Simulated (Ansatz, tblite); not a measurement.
**Fac-TiCl3(H2O)3 (Cl₃H₆O₃Ti): rung by rung**

How do method and basis change the picture of fac-TiCl3(H2O)3 (Cl₃H₆O₃Ti) (doublet)?

Method: as each input shows; program: Ansatz 0.2.0, Gaussian basis.

Plan: GFN1-xTB, GFN2-xTB, PBE-D4/def2-TZVP, r2SCAN-D4/def2-TZVP, B97M-V/def2-TZVP, PBE-QIDH/def2-TZVP, PBE-D4/def2-SVP, PBE0-D4/def2-SVP, HF/6-31G, B3LYP-D4/6-31G, PBE-D4/def2-TZVPD, MP2/def2-TZVP, RPA/def2-TZVP.

6 further runs of the same task are left out: 4 that didn't finish, 2 set aside as unsound or not needed.

**1. The structure**

The doublet was relaxed beforehand with B3LYP-D4/def2-SVP.

13 atoms, charge 0, spin multiplicity 2.

Bond lengths: Ti1–Cl2 2.280 Å, Ti1–O3 2.223 Å, Ti1–Cl6 2.364 Å, Ti1–O7 2.237 Å, Ti1–Cl10 2.363 Å, Ti1–O11 2.231 Å, O3–H4 0.975 Å, O3–H5 0.975 Å, O7–H8 0.979 Å, O7–H9 0.971 Å, O11–H12 0.971 Å, O11–H13 0.980 Å. Angles: Cl2–Ti1–O3 162.3°, Cl2–Ti1–Cl6 107.8°, Cl2–Ti1–O7 86.3°, Cl2–Ti1–Cl10 108.6°, Cl2–Ti1–O11 86.5°, O3–Ti1–Cl6 82.6°, O3–Ti1–O7 82.0°, O3–Ti1–Cl10 82.4°, O3–Ti1–O11 81.3°, Cl6–Ti1–O7 164.3°, Cl6–Ti1–Cl10 101.6°, Cl6–Ti1–O11 79.6°, O7–Ti1–Cl10 79.6°, O7–Ti1–O11 94.9°, Cl10–Ti1–O11 163.3°, Ti1–O3–H4 100.0°, Ti1–O3–H5 100.3°, H4–O3–H5 104.6° and more.

Formally the metal is d1. No spin-orbit coupling is included.

PBE0-D4/def2-TZVP was run before; its log isn't repeated, and its numbers join the tables.

**2. GFN1-xTB**

Tight binding, by tblite at 300 K electronic temperature and without a spin-polarisation term:

```python
tblite.interface.Calculator('GFN1-xTB', numbers, positions, charge=0, uhf=1).singlepoint()
```

Energy -858.1098 eV; 0.021 s.

**3. GFN2-xTB**

Tight binding, by tblite at 300 K electronic temperature and without a spin-polarisation term:

```python
tblite.interface.Calculator('GFN2-xTB', numbers, positions, charge=0, uhf=1).singlepoint()
```

Energy -836.5286 eV; 0.015 s.

**4. PBE-D4/def2-TZVP**

start.molden holds the orbitals of an earlier run on this state, given as this run's starting guess.

Input file in.yaml:

```yaml
crystal:
  periodic: [false, false, false]
  atoms:
    - {symbol: Ti, position_ang: [0.302168, 0.313107, 0.403461]}
    - {symbol: Cl, position_ang: [-0.118685, 0.059819, 2.630178]}
    - {symbol: O, position_ang: [0.225157, 0.081685, -1.805700]}
    - {symbol: H, position_ang: [1.162912, -0.115262, -1.988342]}
    - {symbol: H, position_ang: [0.112564, 1.012506, -2.074362]}
    - {symbol: Cl, position_ang: [2.611094, -0.059188, 0.057620]}
    - {symbol: O, position_ang: [-1.913860, 0.480175, 0.150469]}
    - {symbol: H, position_ang: [-1.942676, 1.449554, 0.015569]}
    - {symbol: H, position_ang: [-2.284675, 0.334397, 1.036482]}
    - {symbol: Cl, position_ang: [0.104891, 2.603435, -0.144053]}
    - {symbol: O, position_ang: [0.337744, -1.914724, 0.295084]}
    - {symbol: H, position_ang: [0.092186, -2.233741, 1.178489]}
    - {symbol: H, position_ang: [1.311181, -2.011753, 0.245114]}
basis:
  gaussian: {orbitals: def2-TZVP, initial_orbitals: start.molden}
magnetization: {spin_polarized: true, initial_magnetization: 1}
hamiltonian: {xc: pbe, dispersion: d4}
scf: {omitted_lower_state_checks: [starts]}
output: {orbitals: {seedname: orbitals}}
```

Started as:

```bash
> ansatz run in.yaml --threads 4 --pin off --events-out ev --progress --plain --max-ram 4787MiB
```

The runs that follow: r2SCAN-D4/def2-TZVP; B97M-V/def2-TZVP; PBE-QIDH/def2-TZVP; PBE-D4/def2-SVP; PBE0-D4/def2-SVP; HF/6-31G; B3LYP-D4/6-31G; PBE-D4/def2-TZVPD; MP2/def2-TZVP; RPA/def2-TZVP.

Before running them: what should the planned runs give, taken together? Wanted: gap in def2-TZVP, named functionals, smallest and largest; correlation energy, MP2/def2-TZVP; binding an atom, functionals in def2-TZVP; ⟨S²⟩ in def2-TZVP, named functionals, smallest and largest; PBE0 total energy, smallest basis above largest.

As calculated:

| quantity | value |
| --- | --- |
| gap in def2-TZVP, named functionals, smallest and largest | 0.35 eV (PBE-D4), 3.81 eV (PBE0-D4) |
| correlation energy, MP2/def2-TZVP | -44.64 eV |
| binding an atom, functionals in def2-TZVP | 3.53 (PBE0-D4) to 3.59 eV (B97M-V) |
| ⟨S²⟩ in def2-TZVP, named functionals, smallest and largest | 0.754, 0.757 |
| PBE0 total energy, smallest basis above largest | 23.33 eV (def2-SVP, def2-TZVP) |

In words: Over the named functionals in def2-TZVP the gap runs from 0.35 eV (PBE-D4) to 3.81 eV (PBE0-D4); exact exchange widens it. Over the named functionals in def2-TZVP spin contamination reaches 0.01 (B97M-V), which is small.
